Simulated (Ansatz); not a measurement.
What does this script print? It uses the Python package of Ansatz (0.2.0).

The script, `ch4f2ge_scan.py`:
```python
"""Potential curve of CH4F2Ge along one bond."""

from dataclasses import dataclass

import ansatz as az
import numpy as np


@dataclass(frozen=True)
class RunConfig:
    basis: str = "def2-SVP"
    functional: str = "pbe0"


cfg = RunConfig()

GEOMETRY = """
F     1.03020   -0.81280    1.50540
C     0.94010   -0.04830    0.31590
F     1.67110   -0.68500   -0.65610
Ge   -0.82110    0.10300   -0.30340
H     1.35320    0.96400    0.47560
H    -1.74680    0.82770    0.77580
H    -1.43700   -1.32620   -0.54220
H    -0.89760    0.92040   -1.62670
"""


def main() -> None:
    molecule = az.Crystal.molecule()
    for line in GEOMETRY.strip().splitlines():
        symbol, *xyz = line.split()
        molecule = molecule.atom(symbol, [float(v) for v in xyz])

    symbols = [site.symbol for site in molecule.cartesian_sites]
    start = np.array([site.position_ang for site in molecule.cartesian_sites])
    axis = (start[6] - start[3]) / np.linalg.norm(start[6] - start[3])
    moving = [6]
    lengths, energies = [1.34, 1.45, 1.57, 1.73, 1.97, 2.36, 2.83, 3.46], []
    for length in lengths:
        xyz = start.copy()
        xyz[moving] += (length - np.linalg.norm(start[6] - start[3])) * axis
        point = az.Crystal.molecule()
        for symbol, place in zip(symbols, xyz):
            point = point.atom(symbol, place.tolist())
        model = (
            point.calculation()
            .basis(gaussian=cfg.basis)
            .functional(cfg.functional)
            .spin("collinear")
        )
        r = model.run(threads=1).report
        energies.append(r["free_energy_ev"])
        print(f"r = {length:6.3f} A  E = {energies[-1]:.5f} eV  <S^2> = {abs(r['mean_field']['state']['spin_squared']):.3f}")

    print("energy above the lowest point (eV):", [round(e - min(energies), 3) for e in energies])


if __name__ == "__main__":
    main()
```

Running `python ch4f2ge_scan.py` prints:
```text
r =  1.340 A  E = -63027.05136 eV  <S^2> = 0.000
r =  1.450 A  E = -63027.42786 eV  <S^2> = 0.000
r =  1.570 A  E = -63027.49122 eV  <S^2> = 0.000
r =  1.730 A  E = -63027.24925 eV  <S^2> = 0.000
r =  1.970 A  E = -63026.56750 eV  <S^2> = 0.000
r =  2.360 A  E = -63025.30880 eV  <S^2> = 0.000
r =  2.830 A  E = -63024.21399 eV  <S^2> = 0.554
r =  3.460 A  E = -63023.82153 eV  <S^2> = 0.930
energy above the lowest point (eV): [0.44, 0.063, 0.0, 0.242, 0.924, 2.182, 3.277, 3.67]
```

Caveats:
- The settings weren't tested for convergence.
- The rest of the molecule is held rigid at a force-field or estimated start geometry, and the basis set is modest; single-reference methods fail as a bond breaks.
- The expectation value of S² is noticeably off S(S+1) in at least one run, so that state is spin-contaminated.
- It ran for 46 s on 1 thread of Arm Neoverse V2, with other jobs on the host, peak memory 0.37 GiB.

(Lines on the test bed's own set-up are left out of the output.)
